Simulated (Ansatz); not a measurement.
Zr3S2: band structure with LDA

Zr3S2:

```
Zr S
1.0
     2.90254    1.67578    3.48777
    -2.90254    1.67578    3.48777
     0.00000   -3.35156    3.48777
Zr S
3 2
Direct
  0.83873 0.50000 0.16127
  0.50000 0.16127 0.83873
  0.16127 0.83873 0.50000
  0.66502 0.66502 0.66502
  0.33498 0.33498 0.33498
```

The cell comes from a database or a generator and needn't be the stable form of this composition.

```
Program                             : Ansatz 0.2.0
Task                                : band structure
Functional                          : LDA
Potentials or basis                 : Ansatz PAW
Cutoff                              : 420 eV (not typed: the program's choice for these potentials)
k mesh                              : 6 × 6 × 6
Occupations                         : fermi-dirac, width 0.05 eV
Spin                                : no spin polarisation
Path                                : [["G", "L", "B1"], ["B", "Z", "G", "X"], ["Q", "F", "P1", "Z"], ["L", "P"]]
Points for each segment of the path : 14
```

```json
{
 "Pressure": "-7.6 GPa",
 "Largest force": "0.167 eV/Å",
 "Band gap on the k mesh": "none (metal or under the smearing width)"
}
```

Forces on the atoms (eV/Å):
```
Zr  -0.083 -0.144  0.000
Zr  -0.083  0.144  0.000
Zr   0.167  0.000  0.000
S    0.000  0.000  0.004
S    0.000  0.000 -0.004
```

Stress tensor (GPa, compression positive):
```
-7.34  0.00  0.00
 0.00 -7.34  0.00
 0.00  0.00 -8.03
```

Levels at the corners of the path, in eV from the Fermi level:
| point | band 20 | band 21 | band 22 | band 23 | band 24 | band 25 | band 26 | band 27 | band 28 | band 29 |
| --- | --- | --- | --- | --- | --- | --- | --- | --- | --- | --- |
| Γ | -4.03 | -2.58 | -1.83 | 0.12 | 0.12 | 0.68 | 0.68 | 2.00 | 2.71 | 2.71 |
| L | -3.63 | -1.18 | -1.11 | -0.85 | -0.66 | -0.12 | 0.98 | 1.73 | 1.76 | 2.47 |
| B1 | -3.87 | -1.26 | -1.08 | -0.61 | -0.51 | 0.41 | 0.83 | 0.89 | 1.45 | 2.09 |
| B | -3.87 | -1.26 | -1.08 | -0.61 | -0.51 | 0.41 | 0.83 | 0.89 | 1.45 | 2.09 |
| Z | -4.28 | -0.74 | -0.39 | -0.17 | -0.17 | 0.31 | 0.31 | 1.05 | 1.05 | 2.19 |
| Γ | -4.03 | -2.58 | -1.83 | 0.12 | 0.12 | 0.68 | 0.68 | 2.00 | 2.71 | 2.71 |
| X | -3.60 | -1.78 | -1.24 | -0.96 | -0.32 | 0.29 | 0.89 | 1.90 | 2.02 | 2.28 |
| Q | -3.60 | -1.78 | -1.24 | -0.96 | -0.32 | 0.29 | 0.89 | 1.90 | 2.02 | 2.28 |
| F | -3.68 | -1.86 | -1.21 | -0.82 | -0.27 | -0.05 | 0.90 | 1.87 | 1.98 | 2.13 |
| P1 | -3.93 | -1.22 | -0.89 | -0.48 | -0.46 | 0.28 | 0.78 | 0.78 | 1.36 | 1.96 |
| Z | -4.28 | -0.74 | -0.39 | -0.17 | -0.17 | 0.31 | 0.31 | 1.05 | 1.05 | 2.19 |
| L | -3.63 | -1.18 | -1.11 | -0.85 | -0.66 | -0.12 | 0.98 | 1.73 | 1.76 | 2.47 |
| P | -3.93 | -1.22 | -0.89 | -0.48 | -0.46 | 0.28 | 0.78 | 0.78 | 1.36 | 1.96 |

It took 9.7 s on 2 threads of Intel(R) Xeon(R) 6975P-C (Granite Rapids), with other jobs on the host, peak memory 0.52 GiB.

Caveat: the PAW data sets come from PBE, with cores solved anew for the run's functional, which leaves a small shift of forces and pressure.
